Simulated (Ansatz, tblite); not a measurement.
# SnClH3 (SnH₃Cl): one state, many levels

Aim: run the singlet of SnClH3 (SnH₃Cl) at one geometry on many levels, and compare frontier levels, spin and run time.

Program: Ansatz 0.2.0, Gaussian basis. Level of theory: as each input shows. These are calculated values, not measurements.

Plan: GFN1-xTB, GFN2-xTB, PBE-D4/def2-TZVP, r2SCAN-D4/def2-TZVP, LDA/def2-TZVP, ωB97M-V/def2-TZVP, LC-ωPBE/def2-TZVP, PBE-QIDH/def2-TZVP, ωB97X-V/def2-TZVP, HF/def2-TZVP, B97M-V/def2-TZVP, PBE-D4/def2-SVP, PBE0-D4/def2-SVP, PBE0-D4/def2-TZVPD, PBE-D4/def2-TZVPD, r2SCAN-D4/def2-TZVPD, CCSD(T)/def2-TZVPP, MP2/def2-TZVP, RPA/def2-TZVP, CCSD(T)/def2-TZVPD.

2 further runs of the same task are left out: 2 set aside as unsound or not needed. Runs told in other sessions of the task aren't counted.

## Step 1: The geometry

The singlet was relaxed beforehand with PBE0-D4/def2-TZVP.

5 atoms, charge 0, spin multiplicity 1.

Bond lengths: Sn1–Cl2 2.333 Å, Sn1–H3 1.700 Å, Sn1–H4 1.700 Å, Sn1–H5 1.700 Å. Angles: Cl2–Sn1–H3 106.2°, Cl2–Sn1–H4 106.2°, Cl2–Sn1–H5 106.2°, H3–Sn1–H4 112.6°, H3–Sn1–H5 112.6°, H4–Sn1–H5 112.6°.

Sn takes a core potential in the def2 sets. No spin-orbit coupling is included.

PBE0-D4/def2-TZVP was run before; its log isn't repeated, and its numbers join the tables.

## Step 2: GFN1-xTB

Tight binding, by tblite at 300 K electronic temperature and without a spin-polarisation term:

```python
tblite.interface.Calculator('GFN1-xTB', numbers, positions, charge=0, uhf=0).singlepoint()
```

Energy -227.8645 eV, HOMO -12.39 eV, LUMO -5.90 eV; 0.002 s.

## Step 3: GFN2-xTB

Tight binding, by tblite at 300 K electronic temperature and without a spin-polarisation term:

```python
tblite.interface.Calculator('GFN2-xTB', numbers, positions, charge=0, uhf=0).singlepoint()
```

Energy -222.8862 eV, HOMO -11.54 eV, LUMO -6.10 eV; 0.002 s.

## Step 4: PBE-D4/def2-TZVP

start.molden holds the orbitals of an earlier run on this state, given as this run's starting guess.

Contents of in.yaml:

```yaml
crystal:
  periodic: [false, false, false]
  atoms:
    - {symbol: Sn, position_ang: [-0.001067, 0.001690, -0.182730]}
    - {symbol: Cl, position_ang: [0.012462, -0.019863, 2.150128]}
    - {symbol: H, position_ang: [1.629032, 0.010897, -0.665195]}
    - {symbol: H, position_ang: [-0.824319, 1.417689, -0.638028]}
    - {symbol: H, position_ang: [-0.816107, -1.410403, -0.664175]}
basis:
  gaussian: {orbitals: def2-TZVP, initial_orbitals: start.molden}
hamiltonian: {xc: pbe, dispersion: d4}
scf: {omitted_lower_state_checks: [starts]}
output: {orbitals: {seedname: orbitals}}
```

The run is started by

```bash
$ ansatz run in.yaml --threads 4 --pin off --events-out ev --progress --plain --max-ram 3916MiB
```

After this run come: r2SCAN-D4/def2-TZVP; LDA/def2-TZVP; ωB97M-V/def2-TZVP; LC-ωPBE/def2-TZVP; PBE-QIDH/def2-TZVP; ωB97X-V/def2-TZVP; HF/def2-TZVP; B97M-V/def2-TZVP; PBE-D4/def2-SVP; PBE0-D4/def2-SVP; PBE0-D4/def2-TZVPD; PBE-D4/def2-TZVPD; r2SCAN-D4/def2-TZVPD; CCSD(T)/def2-TZVPP; MP2/def2-TZVP; RPA/def2-TZVP; CCSD(T)/def2-TZVPD.

Q: Predict the results of all the runs planned. Wanted: gap in def2-TZVP, named functionals and Hartree-Fock, smallest and largest; correlation energy, CCSD(T)/def2-TZVPP; correlation energy, MP2/def2-TZVP; correlation energy, CCSD(T)/def2-TZVPD; binding an atom, CCSD(T)/def2-TZVPP; PBE0 total energy, smallest basis above largest.

**Answer**, as computed:

```
                                                                  quantity                           value
gap in def2-TZVP, named functionals and Hartree-Fock, smallest and largest    5.41 eV (LDA), 13.70 eV (HF)
                                    correlation energy, CCSD(T)/def2-TZVPP                       -15.44 eV
                                         correlation energy, MP2/def2-TZVP                       -13.86 eV
                                    correlation energy, CCSD(T)/def2-TZVPD                       -15.21 eV
                                       binding an atom, CCSD(T)/def2-TZVPP                        2.352 eV
                           PBE0 total energy, smallest basis above largest  4.68 eV (def2-SVP, def2-TZVPD)
```

Over the named functionals and Hartree-Fock in def2-TZVP the gap runs from 5.41 eV (LDA) to 13.70 eV (HF); exact exchange widens it. The functionals in def2-TZVP miss CCSD(T)/def2-TZVPP by -0.011 (PBE0-D4) to +0.331 eV (LDA) an atom. The reference is CCSD(T) in one finite basis, so it carries an error of its own, often a tenth of an eV or more, and near misses can't be ranked.
